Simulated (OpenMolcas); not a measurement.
# TaCl5 (tantalum pentachloride) in OpenMolcas

Aim: the excited states of TaCl5 (tantalum pentachloride).

The results are computed with OpenMolcas 26.06.

**1. The molecule**

The species is TaCl5 (6 atoms), meant as a singlet with charge 0. As SMILES, `Cl[Ta](Cl)(Cl)(Cl)Cl`. All atoms were displaced at random from a relaxed shape.

Bond lengths: Cl1–Ta2 2.197 Å, Ta2–Cl3 2.420 Å, Ta2–Cl4 2.232 Å, Ta2–Cl5 2.126 Å, Ta2–Cl6 2.424 Å. Angles: Cl1–Ta2–Cl3 78.4°, Cl1–Ta2–Cl4 100.0°, Cl1–Ta2–Cl5 123.4°, Cl1–Ta2–Cl6 115.7°, Cl3–Ta2–Cl4 174.2°, Cl3–Ta2–Cl5 92.5°, Cl3–Ta2–Cl6 86.0°, Cl4–Ta2–Cl5 93.1°, Cl4–Ta2–Cl6 89.7°, Cl5–Ta2–Cl6 119.2°.

**2. The run**

step6.input reads:

```
* Cl5Ta CASPT2

&GATEWAY
 Coord
 6
 angstrom
 Cl      -0.892299      -1.767284       1.060229
 Ta       0.063751       0.001717       0.176091
 Cl      -0.107385      -1.468292      -1.738746
 Cl      -0.001539       1.390059       1.922690
 Cl       2.167272       0.204686      -0.052608
 Cl      -1.407073       1.490447      -1.046958
 Basis = ANO-R1
 Group = NoSym
 RICD

&SEWARD

&RASSCF
 FileOrb = $CurrDir/step2.RasOrb
 Spin = 1
 Nactel = 2 0 0
 Inactive = 78
 Ras2 = 2
 CIRoot = 3 3 1
 Iterations = 2 100
 OrbListing = Nothing

&CASPT2
 Multistate = all
```

Started as:

```console
$ export MOLCAS_MEM=1860
$ pymolcas step6.input > step6.log
```

Output:

```text
--- Start Module: gateway ---

                                              &GATEWAY

                       available to each process: 1.9 GB of memory, 1 thread

++    Symmetry information:
      ---------------------

                    Character Table for C1

                             E
                    a        1  x, y, xy, Rz, z, xz, Ry, yz, Rx, I
--

++    Basis set information:
      ----------------------

      Basis set label: CL.ANO-R...4S3P1D.

      Electronic valence basis set:
      ------------------
      Associated Effective Charge  17.000000 au
      Associated Actual Charge     17.000000 au
      Nuclear Model: Finite nucleus - Gaussian distribution
        Gaussian exponent, Xi/bohr**(-2):  3.84638E+08

      Shell  nPrim  nBasis  Cartesian Spherical Contaminant
         s      17       4        X
         p      11       3        X
         d       7       1                 X

      Basis set label: TA.ANO-R...7S5P4D2F.

      Electronic valence basis set:
      ------------------
      Associated Effective Charge  73.000000 au
      Associated Actual Charge     73.000000 au
      Nuclear Model: Finite nucleus - Gaussian distribution
        Gaussian exponent, Xi/bohr**(-2):  1.49593E+08

[... 189 lines left out ...]
                                         RASSCF iterations: Energy and convergence statistics
[... 18 lines left out ...]
      printout of CI-coefficients larger than  0.05 for root  1
[... 6 lines left out ...]
      printout of CI-coefficients larger than  0.05 for root  2
[... 6 lines left out ...]
      printout of CI-coefficients larger than  0.05 for root  3
[... 6 lines left out ...]
      Natural orbitals and occupation numbers for root  1
[... 9 lines left out ...]
      *                                                    Final results                                                     *
[... 16 lines left out ...]
      Final state energy(ies):
[... 4 lines left out ...]
::    RASSCF root number  3 Total energy: -17904.70443625
[... 138 lines left out ...]
      Von Neumann Entropy (Root   2) =  0.99999
[... 165 lines left out ...]
      Dipole Moment (debye):
[... 104 lines left out ...]
--

      Average orbitals are written to the RASORB file
      Natural orbitals for root   1 are written to the RASORB.1 file
      Natural orbitals for root   2 are written to the RASORB.2 file
      Natural orbitals for root   3 are written to the RASORB.3 file
      Spin density orbitals for root   1 are written to the SPDORB.1 file
      Spin density orbitals for root   2 are written to the SPDORB.2 file
      Spin density orbitals for root   3 are written to the SPDORB.3 file

--- Stop Module: rasscf /rc=_RC_NOT_CONVERGED_ ---
           step6.RasOrb.3 step6.rasscf.h5 step6.SpdOrb.1 step6.SpdOrb.2 step6.SpdOrb.3 xmldump
--- Module rasscf spent 7 seconds ---

.#######################.
.# Convergence problem #.
.#######################.

    Timing: Wall=35.77 User=34.10 System=1.66
```

Run time: 36 s. Hardware: 1 thread of Intel Xeon 6975P-C (Granite Rapids), shared host; peak memory 0.53 GiB.

**3. Diagnosis**

The iterations ended before the threshold was met.

What is wrong: the iteration cap is too low for convergence. To mend it: RASSCF iteration cap default in place of 2.
